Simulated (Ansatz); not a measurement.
**BLYP/def2-SVP run of BGeH4Cl (SMILES Cl[BH][GeH3])**

What is the electronic atomisation energy of BGeH4Cl at BLYP/def2-SVP? 

Program for the calculation: Ansatz 0.2.0.

59 further runs of the same task are left out: 59 set aside as unsound or not needed. Runs told in other sessions of the task aren't counted.

## 1. Starting point

The species is BGeH4Cl (7 atoms), meant as a singlet with charge 0. As SMILES, `Cl[BH][GeH3]`. The shape is that of a PBE0-D4/def2-TZVP optimisation.

Bond lengths: Cl1–B2 1.738 Å, B2–Ge3 2.066 Å, B2–H4 1.193 Å, Ge3–H5 1.539 Å, Ge3–H6 1.539 Å, Ge3–H7 1.537 Å. Angles: Cl1–B2–Ge3 119.4°, Cl1–B2–H4 116.1°, Ge3–B2–H4 124.5°, B2–Ge3–H5 109.7°, B2–Ge3–H6 109.9°, B2–Ge3–H7 112.6°, H5–Ge3–H6 107.5°, H5–Ge3–H7 108.4°, H6–Ge3–H7 108.5°.

## 2. A single-point energy at BLYP/def2-SVP

run.yaml reads:

```yaml
basis:
  gaussian:
    orbitals: def2-SVP
crystal:
  periodic: [false, false, false]
  atoms:
    - symbol: Cl
      position_ang: [-1.976000, -1.523900, 0.066800]
    - symbol: B
      position_ang: [-0.280900, -1.157900, 0.180500]
    - symbol: Ge
      position_ang: [0.359600, 0.783200, -0.117500]
    - symbol: H
      position_ang: [0.439400, -2.075400, 0.430000]
    - symbol: H
      position_ang: [-0.028000, 1.247000, -1.533300]
    - symbol: H
      position_ang: [-0.333800, 1.724000, 0.884000]
    - symbol: H
      position_ang: [1.881000, 0.935000, 0.043800]
total_charge: 0
hamiltonian:
  xc: {name: BLYP}
accuracy: high
output: {orbitals: {seedname: orbitals}}
```

On the command line:

```
$ ansatz run run.yaml --threads 1 --pin off --max-ram 2610MiB --events-out events.jsonl --progress --plain --runs-dir runs
```

What it wrote:

```text
Warning: RAYON_NUM_THREADS=1 ignored (pool sized by the plan → 1); use --threads N
Functional definition: BLYP
  name "BLYP"
  parameter beta = 0.0042
  parameter a = 0.04918
  parameter b = 0.132
  parameter c = 0.2533
  parameter d = 0.349
  exchange = b88_x(beta = beta)
  correlation = lyp_c(a = a, b = b, c = c, d = d)
1778 factors; integrals over basis functions are off by at most 4.7e-9 eV
mean field evaluation 1: about -69769.2012 eV, gradient 3.1e1 eV
mean field evaluation 2: about -69767.8905 eV, gradient 3.9e1 eV
mean field evaluation 4: about -69771.5719 eV, gradient 2.2e0 eV
mean field evaluation 8: about -69771.5804 eV, gradient 2.3e-2 eV
mean field evaluation 16: about -69771.5804 eV, gradient 3.4e-6 eV
mean field -69771.58040800 eV, -2564.0582871183 hartree, gradient 3.9e-8 eV, S^2 0.000000; 0 other end points of the search recorded, 0 dependent functions left out
reference -69771.58046053 eV, -2564.0582890485 hartree; 29, 29 occupied and 55, 55 virtual orbitals, 1778 factors
Total energy: -69771.58046053 eV, -2564.0582890485 hartree
```

Run time: 5.1 s. Hardware: 1 thread of Arm Neoverse V2, shared host; peak memory 0.2 GiB.

## 3. The B atom at the same level

molecule.yaml reads:

```yaml
crystal:
  periodic: [false, false, false]
  atoms:
    - {symbol: B, position_ang: [0.000000, 0.000000, 0.000000]}
basis:
  gaussian:
    orbitals: def2-SVP
magnetization:
  spin_polarized: true
  initial_magnetization: 1
hamiltonian:
  xc: {name: BLYP}
accuracy: high
```

Run the same way, it converges to -24.62227 Eh (log not shown).

## 4. The Cl atom, same level

run.yaml reads:

```yaml
crystal:
  periodic: [false, false, false]
  atoms:
    - symbol: Cl
      position_ang: [0.000000, 0.000000, 0.000000]
basis:
  gaussian:
    orbitals: def2-SVP
hamiltonian:
  xc: {name: BLYP}
accuracy: high
magnetization:
  spin_polarized: true
  initial_magnetization: 1
```

Run the same way, it converges to -459.98664 Eh (log not shown).

## 5. The Ge atom

run.yaml reads:

```yaml
crystal:
  periodic: [false, false, false]
  atoms:
    - symbol: Ge
      position_ang: [0.000000, 0.000000, 0.000000]
basis:
  gaussian:
    orbitals: def2-SVP
magnetization:
  spin_polarized: true
  initial_magnetization: 2
hamiltonian:
  xc: {name: BLYP}
accuracy: high
```

Run the same way, it converges to -2076.71985 Eh (log not shown).

## 6. The H atom at the same level

run.yaml reads:

```yaml
basis:
  gaussian: {orbitals: def2-SVP}
crystal:
  periodic: [false, false, false]
  atoms:
    - symbol: H
      position_ang: [0.000000, 0.000000, 0.000000]
magnetization: {spin_polarized: true, initial_magnetization: 1}
hamiltonian: {xc: {name: BLYP}}
accuracy: high
```

On the command line:

```
$ ansatz run run.yaml --threads 1 --pin off --max-ram 2610MiB --events-out events.jsonl --progress --plain --runs-dir runs
```

What it wrote, cut to the lines that bear on the results:

```text
Warning: RAYON_NUM_THREADS=1 ignored (pool sized by the plan → 1); use --threads N
[... 9 set-up lines as earlier in the session ...]
15 factors; integrals over basis functions are off by at most 8.9e-10 eV
mean field evaluation 1: about -13.5052 eV, gradient 4.7e-1 eV
mean field evaluation 2: about -13.5079 eV, gradient 5.6e-2 eV
mean field evaluation 4: about -13.5078 eV, gradient 4.6e-5 eV
mean field evaluation 8: about -13.5078 eV, gradient 3.7e-9 eV
mean field -13.50782747 eV, -0.4964035038 hartree, gradient 3.7e-9 eV, S^2 0.750000; 0 other end points of the search recorded, 0 dependent functions left out
reference -13.50785355 eV, -0.4964044622 hartree; 1, 0 occupied and 4, 5 virtual orbitals, 15 factors
Total energy: -13.50785355 eV, -0.4964044622 hartree
```

Wall time 0.1 s (1 thread of Arm Neoverse V2, shared host).

## 7. Summary of results

At BLYP/def2-SVP:

| quantity | value |
| --- | --- |
| molecule: total energy | -2564.05829 Eh |
| molecule: HOMO energy | -6.41 eV |
| molecule: LUMO energy | -2.80 eV |
| molecule: HOMO–LUMO gap | 3.61 eV |
| B atom: total energy | -24.62227 Eh |
| B atom: ⟨S²⟩ | 0.752 |
| Cl atom: total energy | -459.98664 Eh |
| Cl atom: ⟨S²⟩ | 0.751 |
| Ge atom: total energy | -2076.71985 Eh |
| Ge atom: ⟨S²⟩ | 2.001 |
| H atom: total energy | -0.49640 Eh |
| H atom: ⟨S²⟩ | 0.750 |
| electronic atomisation energy | 20.243 eV |

**Reading.** Taking the molecule apart into free atoms costs 20.24 eV (1953 kJ/mol), before zero-point energy and without spin-orbit coupling.
